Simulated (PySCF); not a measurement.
# H12O3Si4Ti: the cost of one run

Programs: PySCF 2.14.0. All values are calculated, for the isolated system unless a continuum is named. Atoms count from 0, parts from 1.

### 1 Starting point

Each species was relaxed by itself at GFN2-xTB.

### 2 Energies of the species: PBE0-D3(BJ)/def2-SVP

The job: settings as JSON, then the geometry in Å.

```
{"job": {"kind": "react", "xc": "PBE0", "basis": "def2-SVP", "disp": "d3bj"}, "charge": 0, "multiplicity": 1}
-1 H10O3Si3Ti charge 0 multiplicity 1
Si     1.297420     1.810730    -0.343270
O     -0.214470     1.331350    -0.074370
Ti    -1.319970     0.016970     0.158500
O     -1.108930    -1.141370    -1.133820
Si    -0.480810    -1.230380    -2.609210
O     -0.909570    -0.842070     1.624830
Si     0.103680    -0.698110     2.862400
H      1.568070     2.933110     0.575090
H      1.388930     2.254130    -1.748860
H      2.218720     0.682050    -0.080480
H     -2.786360     0.674360     0.203520
H     -0.992360    -2.478640    -3.198410
H     -0.923720    -0.054120    -3.397520
H      0.994380    -1.265150    -2.506530
H     -0.516840    -1.403590     3.995970
H      0.293370     0.740220     3.178870
H      1.388450    -1.329480     2.493300

-1 H2Si charge 0 multiplicity 1
Si    -0.184630    -0.030000     0.628590
H      0.578770     0.997380    -0.124500
H     -0.394140    -0.967380    -0.504080

+1 H12O3Si4Ti charge 0 multiplicity 1
Si     0.641220     1.163820    -2.321140
O      0.155150     0.890060    -0.814650
Ti    -0.057570    -0.327250     0.405540
Si    -1.239890     1.105850     2.059750
O      1.341760    -0.819760     1.322690
Si     2.880500    -0.364050     1.302540
O     -1.246700    -1.569530     0.118590
Si    -2.292340    -1.848200    -1.066570
H      1.648370     0.139420    -2.691250
H     -0.530450     1.079020    -3.214950
H      1.231720     2.511790    -2.349560
H     -2.533240     1.749150     1.627270
H     -1.682080     0.492970     3.357370
H     -0.511660     2.317540     2.583990
H      3.530350    -0.922270     0.093820
H      2.954230     1.117090     1.287190
H      3.496970    -0.909060     2.518890
H     -3.155860    -2.946580    -0.614250
H     -3.083980    -0.621000    -1.319360
H     -1.546510    -2.239020    -2.285930
```

With the program's defaults for keys left out, this is: PBE0-D3(BJ)/def2-SVP reaction energy of separated species, gas phase.

On the command line:

```sh
$ OMP_NUM_THREADS=1 python cluster_run.py task.json out
```

One launch serves the whole session: the jobs run in the order shown.

**Question.** How long does this first job take on 1 thread of Intel Xeon at 2.50GHz, shared host, and how much memory does it need?

About 1.9 min, with a peak of 0.76 GiB.
